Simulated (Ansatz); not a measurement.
**CH₅AlOSe: a ladder of functionals and wavefunction methods**

How much do the methods differ for CH₅AlOSe? The plan is to run it at one geometry with functionals of several rungs and with coupled cluster, and see how far each lands from CCSD(T) at the basis-set limit for the atomisation energy.

Program: Ansatz 0.2.0, Gaussian basis. Level of theory: functionals in def2-TZVPP, the program's frozen cores in correlated methods. These are calculated values, not measurements.

Levels to be run: PBE-D4, r2SCAN-D4, PBE0-D4, B3LYP-D4, ωB97X-V, ωB97M-V, B2PLYP; CCSD(T)/def2-TZVPP; MP2/def2-QZVPP; extrapolation to the limit.

## Step 1: The geometry

All runs share one geometry, relaxed beforehand with PBE0-D4 in a triple-zeta def2 set.

9 atoms, charge 0, spin multiplicity 1.

Atoms are counted from 1 here; the program's logs count them from 0.

Bond lengths: C1–Se2 1.966 Å, C1–H5 1.089 Å, C1–H6 1.087 Å, C1–H7 1.087 Å, Se2–Al3 2.306 Å, Al3–O4 1.691 Å, Al3–H8 1.576 Å, O4–H9 0.955 Å. Angles: Se2–C1–H5 110.8°, Se2–C1–H6 108.2°, Se2–C1–H7 108.2°, H5–C1–H6 109.7°, H5–C1–H7 109.7°, H6–C1–H7 110.2°, C1–Se2–Al3 96.9°, Se2–Al3–O4 121.5°, Se2–Al3–H8 119.8°, O4–Al3–H8 118.7°, Al3–O4–H9 125.1°.

## Step 2: PBE-D4 (GGA)

Input file in.yaml:

```yaml
crystal:
  periodic: [false, false, false]
  atoms:
    - {symbol: C, position_ang: [-0.040641, 1.012279, -1.546538]}
    - {symbol: Se, position_ang: [0.267923, 1.265835, 0.378291]}
    - {symbol: Al, position_ang: [-0.000673, -0.940016, 0.993439]}
    - {symbol: O, position_ang: [0.139442, -1.430704, 2.605456]}
    - {symbol: H, position_ang: [-0.227563, -0.036390, -1.772554]}
    - {symbol: H, position_ang: [-0.902789, 1.609478, -1.834055]}
    - {symbol: H, position_ang: [0.845071, 1.350507, -2.079205]}
    - {symbol: H, position_ang: [-0.322137, -2.025490, -0.102879]}
    - {symbol: H, position_ang: [0.329866, -0.851800, 3.340946]}
basis:
  gaussian: {orbitals: def2-TZVPP}
hamiltonian: {xc: pbe, dispersion: d4}
output: {forces: true, orbitals: {seedname: orbitals}}
```

Started as:

```bash
ansatz run in.yaml --threads 4 --pin off --events-out ev --progress --plain --max-ram 10444MiB
```

The runs that follow: r2SCAN-D4 (meta-GGA); PBE0-D4 (hybrid); B3LYP-D4 (hybrid); ωB97X-V (range-separated); ωB97M-V (range-separated); B2PLYP (double hybrid); CCSD(T) in def2-TZVPP; MP2 in def2-QZVPP.

**Question.** What will the summary of the whole plan be? Wanted: atomisation energy, CCSD(T)/CBS; farthest; mean size of error, hybrid; mean size of error, range-separated; gap, smallest and largest; T1 diagnostic; triples share of the correlation energy.

**Answer**, as computed:

```
                               quantity                                 value
        atomisation energy, CCSD(T)/CBS                         3103.7 kJ/mol
 functionals within 31.0 kJ/mol (1.0 %)   PBE-D4, r2SCAN-D4, ωB97X-V, ωB97M-V
                               farthest                 B2PLYP (-57.6 kJ/mol)
             mean size of error, hybrid                           37.6 kJ/mol
    mean size of error, range-separated                           18.8 kJ/mol
              gap, smallest and largest  4.42 eV (PBE-D4), 10.39 eV (ωB97X-V)
                          T1 diagnostic                                0.0104
triples share of the correlation energy                                 3.6 %
```

In words: PBE-D4 misses by +8.8 kJ/mol. Double hybrids carry the basis error of their MP2 part in triple zeta, and no dispersion term here, so their miss is partly the set-up's. Misses under about 31.0 kJ/mol are within the doubt on the reference itself, which lacks core-valence correlation, relativity and higher excitations, and its outer-core shells are covered unevenly. All levels share the lack of spin-orbit coupling, which lowers the free heavy atoms and so the true binding. Hartree-Fock recovers 72 % of the binding; the rest is correlation. The gap grows from 4.4 to 10.4 eV across the functionals, mostly with the share of exact exchange. Correlated methods include outer-core shells of Se, which these sets cover unevenly.
